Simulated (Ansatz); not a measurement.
# AsHLi: the cost of one run

The runs use Ansatz 0.2.0, Gaussian basis; def2-QZVPP, all electrons in the functionals, frozen cores in the correlation of double hybrids and RPA.

To be run: PBE, BLYP, r2SCAN, B97M-V, PBE0, B3LYP, wB97M-V, B2PLYP, at charge 0, doublet; charge 0, quartet; charge 1, singlet; charge 1, triplet.

8 further runs of the same task are left out: 8 set aside as unsound or not needed.

## Step 1: The system

The geometry is a PBE0/def2-TZVP stationary point (not a proven minimum). No spin-orbit coupling is included. The filled d shell of As may be among the frozen orbitals whatever the setting's name suggests; the logs give the count.

3 atoms, charge 0, spin multiplicity 2.

Atoms are counted from 1 here; the program's logs count them from 0.

Bond lengths: As1–Li2 2.416 Å, As1–H3 1.537 Å. Angles: Li2–As1–H3 87.7°.

No dispersion term is added; B97M-V, wB97M-V hold VV10 nonlocal correlation. B3LYP takes the VWN-RPA correlation.

The geometry shown and the zero of energy belong to the point charge 0, doublet. The yardstick, RCCSD(T), and other wave-function levels (R restricted, U unrestricted, valence and pair active spaces) come from earlier runs.

## Step 2: PBE, charge 0, doublet

File in.yaml:

```yaml
crystal:
  periodic: [false, false, false]
  atoms:
    - {symbol: As, position_ang: [0.000000, -0.021767, 0.202803]}
    - {symbol: Li, position_ang: [0.000000, 0.014960, -2.213026]}
    - {symbol: H, position_ang: [0.000000, 1.514939, 0.164996]}
basis:
  gaussian: {orbitals: "def2-QZVPP.json"}
magnetization: {spin_polarized: true, initial_magnetization: 1}
hamiltonian: {xc: {name: PBE}}
output: {orbitals: {seedname: orbitals}}
```

Launch:

```
$ ansatz run in.yaml --threads 1 --pin off --events-out ev --progress --plain --max-ram 2393MiB
```

Q: Estimate wall time and peak memory on 1 thread of Arm Neoverse V2, shared host.

About 8.5 s, with a peak of 0.25 GiB.
